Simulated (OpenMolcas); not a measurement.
# Hf²⁺ among point charges: CASSCF levels and susceptibility

Aim: the splitting of the states of Hf²⁺ in the field of 6 point charges, its lowest levels with spin-orbit coupling and its magnetic susceptibility.

Method: state-averaged CASSCF, spin-orbit coupling by RASSI with atomic mean-field integrals. Code: OpenMolcas 26.06.

1 further run of the same task is left out (it didn't finish).

### 1 What is computed

```
Species                           : Hf²⁺ (hafnium, Z = 72, 70 electrons)
Basis                             : ANO-RCC-VDZP [7s6p4d2f1g], 68 functions
Scalar Hamiltonian                : DKH2, point nucleus
Inactive shells                   : 1s 2s 2p 3s 3p 3d 4s 4p 4d 4f 5s 5p
Active space                      : 2 electrons in 5 orbitals (5d)
Some configurations of this space : 5d²
Orbitals                          : optimised for each spin and parity, averaged over all roots
```

The outer shells:

5d2
```
5d [↑ ][↑ ][  ][  ][  ]
```

The ion sits among 6 point charges of -1.7 e arranged as a tetragonal octahedron (D4h), 2.03 Å from the ion, with the axial distance 2.172 Å. The active orbitals were held to one l.

Each step is its own input file, run in one work folder so that later steps find the files of earlier ones. Labels, J, g values, rates, χT and fits are worked out afterwards by a script from the matrices that RASSI stores. The input lists half of the charges; inversion (Group=XYZ) makes the rest.

### 2 GATEWAY and SEWARD: basis and integrals

a.inp

```
&GATEWAY
Coord
1

Hf 0.0 0.0 0.0
Basis=ANO-RCC-VDZP
Group=XYZ
NoMove
AngMom=0.0 0.0 0.0
AMFI
XField
3 Angstrom 0
2.030000 0.000000 0.000000 -1.700000
0.000000 2.030000 0.000000 -1.700000
0.000000 0.000000 2.172100 -1.700000
&SEWARD
```

Launch:

```sh
> OMP_NUM_THREADS=1 MOLCAS_MEM=1689 MOLCAS_PROJECT=a pymolcas a.inp > a.log
```

The log of the run:

```text
Basis set label: HF.ANO-RCC...7S6P4D2F1G.

      Electronic valence basis set:
      ------------------
      Associated Effective Charge  72.000000 au
      Associated Actual Charge     72.000000 au
      Nuclear Model: Point charge

      Shell  nPrim  nBasis  Cartesian Spherical Contaminant
         s      24       7        X
         p      21       6        X
         d      15       4                 X
         f      11       2                 X
         g       4       1                 X
                  Relativistic Douglas-Kroll-Hess integrals:
                    - DKH order of Hamiltonian: 2
                    - DKH order of Properties : 0
                  Atomic mean-field integrals
```

### 3 Reference wave functions, triplets of even parity, 10 roots

a.inp

```
&RASSCF
FileOrb=start.orb
Symmetry=1
Spin=3
nActEl=2 0 0
Inactive=15 19
Ras2=5 0
CIRoot=10 10 1
SDav=10
CIMx=300
Iter=120 100
PrWF=0.3
OrbListing=Nothing
MaxOrb=0
SupSym
1
20 4 5 6 7 8 10 11 12 13 14 16 17 18 19 20 23 24 25 26 27
0
>>> COPY $Project.JobIph JOB001
```

Launch:

```sh
> OMP_NUM_THREADS=1 MOLCAS_MEM=1689 MOLCAS_PROJECT=a pymolcas a.inp > a.log
```

start.orb holds the contracted functions of the basis, ordered by shell, or the orbitals of the step before.

The log of the run, shortened:

```text
[...]
      Number of active orbitals                  5
[...]
      Spin quantum number                      1.0
[...]
      Active orbitals                            5   0
[...]
      Number of CSFs                            10
      Number of root(s) required                10
[...]
      Convergence after  8 iterations
[...]
      Natural orbitals and occupation numbers for root  1
      sym 1:   0.004965   0.995035  -0.000000   0.995035   0.004965
      Natural orbitals and occupation numbers for root  2
      sym 1:   0.991374   0.991374   0.008626   0.008626   0.000000
      Natural orbitals and occupation numbers for root  3
      sym 1:   0.991374   0.008626   0.000000   0.991374   0.008626
::    RASSCF root number  1 Total energy: -15068.70296432
::    RASSCF root number  2 Total energy: -15068.69177013
::    RASSCF root number  3 Total energy: -15068.69177013
[...]
::    RASSCF root number  7 Total energy: -15068.53446247
::    RASSCF root number  8 Total energy: -15068.53446247
::    RASSCF root number  9 Total energy: -15068.50798301
::    RASSCF root number 10 Total energy: -15068.41267642
```

### 4 Reference wave functions, singlets of even parity, 15 roots

a.inp

```
&RASSCF
FileOrb=start.orb
Symmetry=1
Spin=1
nActEl=2 0 0
Inactive=15 19
Ras2=5 0
CIRoot=15 15 1
SDav=15
CIMx=300
Iter=120 100
PrWF=0.3
OrbListing=Nothing
MaxOrb=0
SupSym
1
20 4 5 6 7 8 10 11 12 13 14 16 17 18 19 20 23 24 25 26 27
0
>>> COPY $Project.JobIph JOB002
```

The log of the run, shortened:

```text
[...]
      Number of active orbitals                  5
[...]
      Spin quantum number                      0.0
[...]
      Active orbitals                            5   0
[...]
      Number of CSFs                            15
      Number of root(s) required                15
[...]
      Convergence after  8 iterations
[...]
      Natural orbitals and occupation numbers for root  1
      sym 1:   0.996851   0.996851   0.003149  -0.000000   0.003149
      Natural orbitals and occupation numbers for root  2
      sym 1:   0.999272   0.999272  -0.000000   0.000728   0.000728
      Natural orbitals and occupation numbers for root  3
      sym 1:   0.003219  -0.000000   0.996781   0.996781   0.003219
::    RASSCF root number  1 Total energy: -15068.67158884
::    RASSCF root number  2 Total energy: -15068.67136481
::    RASSCF root number  3 Total energy: -15068.66009051
[...]
::    RASSCF root number 12 Total energy: -15068.49065740
::    RASSCF root number 13 Total energy: -15068.38734959
::    RASSCF root number 14 Total energy: -15068.37108792
::    RASSCF root number 15 Total energy: -15068.30938185
```

### 5 State interaction with spin-orbit coupling

a.inp

```
&RASSI
NrOfJobIphs=2 10 15
1 2 3 4 5 6 7 8 9 10
1 2 3 4 5 6 7 8 9 10 11 12 13 14 15
IphNames
JOB001
JOB002
EJob
SpinOrbit
DIPRint=1.0
SOCoupling=1000.0
Subsets=2
Property=9
'ANGMOM' 1 'ANGMOM' 2 'ANGMOM' 3 'MLTPL  1' 1 'MLTPL  1' 2 'MLTPL  1' 3
'AMFI' 1 'AMFI' 2 'AMFI' 3
SOProperty=3
'ANGMOM' 1 'ANGMOM' 2 'ANGMOM' 3
```

The log of the run, shortened:

```text
SPIN-FREE ENERGIES:
  (Shifted by EMIN (a.u.) =     -15068.7029643172)
 SF State       Relative EMIN(au)   Rel lowest level(eV)    D:o, cm**(-1)      L_eff
     1             0.0000000000        0.0000000000              0.0000         2.7
     2             0.0111941823        0.3046092181           2456.8390         2.8
     3             0.0111941823        0.3046092181           2456.8390         2.8
    11             0.0313754729        0.8537701108           6886.1203         3.1
    12             0.0315995029        0.8598662781           6935.2892         3.2
    13             0.0428738119        1.1666558559           9409.7141         3.1
    14             0.0428738119        1.1666558559           9409.7141         3.1
    15             0.0438929010        1.1943866819           9633.3783         3.2
    16             0.0845730693        2.3013504556          18561.6432         2.7
     4             0.1343812781        3.6567008614          29493.2815         2.9
[...]
Eigenvalues of complex Hamiltonian:
   -----------------------------------
  (Shifted by EMIN (a.u.) =     -15068.7029643172)
 SO State       Relative EMIN(au)   Rel lowest level(eV)    D:o, cm**(-1)     J-value
     1            -0.0018353491        0.0000000000              0.0000         2.7
     2            -0.0011924593        0.0174939228            141.0980         2.7
     3            -0.0011924593        0.0174939229            141.0980         2.7
     4             0.0074046468        0.2514330965           2027.9447         1.9
     5             0.0077822079        0.2617070582           2110.8098         2.0
     6             0.0112672261        0.3565392332           2875.6829         2.4
     7             0.0112672261        0.3565392332           2875.6829         2.4
     8             0.0133698925        0.4137557012           3337.1648         2.1
     9             0.0139948059        0.4307604633           3474.3174         2.4
    10             0.0311046922        0.8963441860           7229.5034         2.5
    11             0.0317008856        0.9125674354           7360.3527         2.6
[...]
```

These steps took 5.8 s in all on 1 thread of Arm Neoverse V1, shared host.

States without spin-orbit coupling:

```
state  degeneracy  E (cm-1)  free-ion L (%)
  3A2           1         0          F (85)
   3E           2      2457          F (87)
  1B2           1      6886          G (52)
  1B1           1      6935          G (55)
   1E           2      9410          G (52)
  1A1           1      9633          G (55)
  1A1           1     18562          G (52)
  3B2           1     29493         F (100)
   3E           2     30317          F (77)
   1E           2     36611          G (80)
   3E           2     36982          P (63)
  1B2           1     37742          D (52)
   1E           2     42681          G (68)
  3A2           1     42793          P (85)
  1A2           1     46596         G (100)
  3B1           1     63711         F (100)
  1A1           1     69269          G (45)
  1B1           1     72838          D (55)
  1A1           1     86381          G (48)
```

With spin-orbit coupling:

```json
{"E (cm-1)": "0.0", "Degeneracy": "1", "Label": "A1", "2S+1": "3", "g": ""}
{"E (cm-1)": "141.1", "Degeneracy": "2", "Label": "E", "2S+1": "3", "g": "0.00 0.00 3.71"}
{"E (cm-1)": "2028", "Degeneracy": "1", "Label": "B1", "2S+1": "3", "g": ""}
{"E (cm-1)": "2111", "Degeneracy": "1", "Label": "B2", "2S+1": "3", "g": ""}
{"E (cm-1)": "2876", "Degeneracy": "2", "Label": "E", "2S+1": "3", "g": "0.00 0.00 1.95"}
{"E (cm-1)": "3337", "Degeneracy": "1", "Label": "A2", "2S+1": "3", "g": ""}
{"E (cm-1)": "3474", "Degeneracy": "1", "Label": "A1", "2S+1": "3", "g": ""}
{"E (cm-1)": "7230", "Degeneracy": "1", "Label": "B2", "2S+1": "1", "g": ""}
{"E (cm-1)": "7360", "Degeneracy": "1", "Label": "B1", "2S+1": "1", "g": ""}
{"E (cm-1)": "9726", "Degeneracy": "2", "Label": "E", "2S+1": "1", "g": "0.00 0.00 1.67"}
{"E (cm-1)": "9996", "Degeneracy": "1", "Label": "A1", "2S+1": "1", "g": ""}
{"E (cm-1)": "18916", "Degeneracy": "1", "Label": "A1", "2S+1": "1", "g": ""}
{"E (cm-1)": "29735", "Degeneracy": "1", "Label": "B1", "2S+1": "3", "g": ""}
{"E (cm-1)": "29813", "Degeneracy": "2", "Label": "E", "2S+1": "3", "g": "0.00 0.00 3.14"}
{"E (cm-1)": "30540", "Degeneracy": "1", "Label": "A2", "2S+1": "3", "g": ""}
{"E (cm-1)": "30592", "Degeneracy": "1", "Label": "A1", "2S+1": "3", "g": ""}
{"E (cm-1)": "30832", "Degeneracy": "2", "Label": "E", "2S+1": "3", "g": "0.00 0.00 0.32"}
{"E (cm-1)": "30908", "Degeneracy": "1", "Label": "B2", "2S+1": "3", "g": ""}
{"E (cm-1)": "31121", "Degeneracy": "1", "Label": "B1", "2S+1": "3", "g": ""}
{"E (cm-1)": "36926", "Degeneracy": "2", "Label": "E", "2S+1": "1", "g": "0.00 0.00 1.02"}
{"E (cm-1)": "37143", "Degeneracy": "1", "Label": "B2", "2S+1": "3", "g": ""}
{"E (cm-1)": "37377", "Degeneracy": "1", "Label": "B1", "2S+1": "3", "g": ""}
{"E (cm-1)": "37473", "Degeneracy": "1", "Label": "A1", "2S+1": "3", "g": ""}
{"E (cm-1)": "37486", "Degeneracy": "1", "Label": "A2", "2S+1": "3", "g": ""}
```

Principal g values are given for doublets only; a zero marks a field direction without first-order Zeeman splitting.

Powder χT (cm³ K/mol): 0.01 at 2 K, 0.02 at 5 K, 0.05 at 10 K, 0.09 at 20 K, 0.23 at 50 K, 0.41 at 100 K, 0.50 at 150 K, 0.54 at 200 K, 0.58 at 250 K, 0.60 at 300 K.

### 6 Summary of results

| quantity | value |
| --- | --- |
| method | CASSCF |
| spin-free ground state | 3A2, 1-fold in its orbital part |
| first state of the same spin within the active space | 3E at 2460 cm⁻¹ |
| lowest level | 1-fold A1 |
| next level | 141.1 cm⁻¹ |
| χT at 300 K | 0.60 cm³ K/mol |
| effective moment at 300 K | 2.19 μB |

What this shows: The spin-free ground state (3A2) comes to 85 % from free-ion F terms and keeps the highest spin of the shell. χT at 300 K is 0.60, against 1.00 cm³ K/mol for the spin alone, so spin-orbit coupling lowers it. The field of point charges can differ much from that of real complexes. Point charges carry no covalency, so the field is a model and not that of real ligands.
